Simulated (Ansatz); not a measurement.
# C₂H₃FOZn: up Jacob's ladder to CCSD(T)

An exercise on one series of results from a longer session: the logs are not shown, and one member is left open.

Method: functionals in def2-TZVPP, the program's frozen cores in correlated methods; program: Ansatz 0.2.0, Gaussian basis.

Plan: LDA (SPW92), PBE-D4, revPBE-D4, BLYP-D4, r2SCAN-D4, B97M-V, PBE0-D4, B3LYP-D4, r2SCANh-D4, r2SCAN0-D4, HSE06-D4, BHLYP-D4, CAM-B3LYP-D4, LC-ωPBE, ωB97X-V, ωB97M-V, B2PLYP, PBE-QIDH; CCSD(T)/def2-SVP; CCSD(T)/def2-TZVPP; MP2/def2-QZVPP; extrapolation to the limit; RPA on PBE.

## Structure used throughout

All runs share one geometry, relaxed beforehand with PBE0-D4 in a triple-zeta def2 set.

SMILES `[F][Zn][CH]1CO1`, 8 atoms, charge 0, spin multiplicity 1.

Atoms are counted from 1 here; the program's logs count them from 0.

Bond lengths: F1–Zn2 1.750 Å, Zn2–C3 1.921 Å, C3–C4 1.470 Å, C3–O5 1.435 Å, C3–H6 1.090 Å, C4–O5 1.409 Å, C4–H7 1.088 Å, C4–H8 1.088 Å. Angles: F1–Zn2–C3 179.8°, Zn2–C3–C4 122.6°, Zn2–C3–O5 116.8°, Zn2–C3–H6 117.6°, C4–C3–O5 58.0°, C4–C3–H6 115.0°, O5–C3–H6 112.4°, C3–C4–O5 59.8°, C3–C4–H7 119.0°, C3–C4–H8 120.5°, O5–C4–H7 115.1°, O5–C4–H8 115.7°, H7–C4–H8 115.0°, C3–O5–C4 62.3°.

Set-up of the first run:

in.yaml reads:

```yaml
crystal:
  periodic: [false, false, false]
  atoms:
    - {symbol: F, position_ang: [-3.447054, -0.629243, 0.146609]}
    - {symbol: Zn, position_ang: [-1.775029, -0.122164, 0.249050]}
    - {symbol: C, position_ang: [0.061240, 0.431268, 0.357539]}
    - {symbol: C, position_ang: [1.145489, -0.276912, -0.338263]}
    - {symbol: O, position_ang: [0.654362, 0.941891, -0.845472]}
    - {symbol: H, position_ang: [0.369526, 0.989679, 1.241594]}
    - {symbol: H, position_ang: [2.151632, -0.233807, 0.072680]}
    - {symbol: H, position_ang: [0.932133, -1.157912, -0.939537]}
basis:
  gaussian: {orbitals: def2-TZVPP}
hamiltonian: {xc: lda}
output: {orbitals: {seedname: orbitals}}
```

Among the steps run: LDA; PBE-D4 (GGA); revPBE-D4 (GGA); BLYP-D4 (GGA); r2SCAN-D4 (meta-GGA); B97M-V (meta-GGA); PBE0-D4 (hybrid); B3LYP-D4 (hybrid); r2SCANh-D4 (hybrid); r2SCAN0-D4 (hybrid); HSE06-D4 (hybrid); BHLYP-D4 (hybrid); CAM-B3LYP-D4 (range-separated); LC-ωPBE (range-separated); ωB97X-V (range-separated); ωB97M-V (range-separated); B2PLYP (double hybrid); PBE-QIDH (double hybrid).

One of the session's tables, all rows but one given; the rest of the session is left out.

It belongs to the step «Frontier levels by functional». 

```
  functional  HOMO (eV)  gap (eV)
 LDA (SPW92)      -6.49      4.68
      PBE-D4      -6.27      4.69
   revPBE-D4      -6.19      4.71
     BLYP-D4      -6.19      4.60
   r2SCAN-D4      -6.54      5.28
      B97M-V      -6.64      5.09
     PBE0-D4      -7.72      7.00
    B3LYP-D4      -7.52      6.45
  r2SCANh-D4      -7.10      6.14
  r2SCAN0-D4      -7.93      7.41
    HSE06-D4      -7.32      6.23
    BHLYP-D4      -9.12      9.04
CAM-B3LYP-D4      -9.16      9.24
     LC-ωPBE     -10.42     11.76
     ωB97X-V          ?         ?
     ωB97M-V     -10.05     10.85
```

Q: Estimate the row for ωB97X-V from the others.

As computed: HOMO (eV): -10.09; gap (eV): 11.26. In the column «HOMO (eV)» it lies between LC-ωPBE (-10.42) and ωB97M-V (-10.05).
